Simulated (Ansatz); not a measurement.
## TiMo3 under changes of volume

One of the cells (15.655 Å³/atom); the others are scaled copies at fixed shape and fractional positions:

```
CELL_PARAMETERS angstrom
-1.58260 2.21052 4.47508
1.58260 -2.21052 4.47508
1.58260 2.21052 -4.47508
ATOMIC_POSITIONS crystal
Mo 0.00000 0.50000 0.50000
Mo 0.24341 0.24341 0.00000
Mo 0.75659 0.75659 0.00000
Ti 0.50000 0.00000 0.50000
```

The cell comes from a database or a generator and needn't be the stable form of this composition.

```yaml
Program: Ansatz 0.2.0
Functional: PBEsol
Potentials_or_basis: all-electron LAPW, scalar-relativistic
Cutoff: 258 eV (chosen from the basis error)
Basis_error_allowed: 0.001 eV/atom
k_mesh: 10 × 10 × 10
Occupations: fermi-dirac, width 0.05 eV
Spin: no spin polarisation
```

```csv
volume (Å³/atom),energy over the lowest point (meV/atom),pressure (GPa),largest force (eV/Å)
14.716,15.80,9.5,0.239
15.029,2.74,4.0,0.162
15.342,0.00,-1.0,0.092
15.655,6.56,-5.5,0.026
15.969,21.50,-9.6,0.035
16.282,?,?,?
16.595,73.28,-16.6,0.144
```

**Question.** What does the run at 16.282 Å³/atom give?

**Answer.** Energy over the lowest point 43.99 meV/atom; pressure -13.3 GPa; largest force 0.091 eV/Å.

Worked out: A Birch-Murnaghan fit of order 3 (a polynomial in V^(-2/3)) to the other rows has its minimum at 15.27 Å³/atom with B0 = V·E''(V) = 237 GPa and B' = 4.1 at fixed shape and positions, which overstates the stiffness. It gives 43.99 meV/atom at 16.282 Å³/atom, against the run's 43.99, and -dE/dV = -13.3 GPa, against -13.3.

Energies are extrapolated to zero smearing.
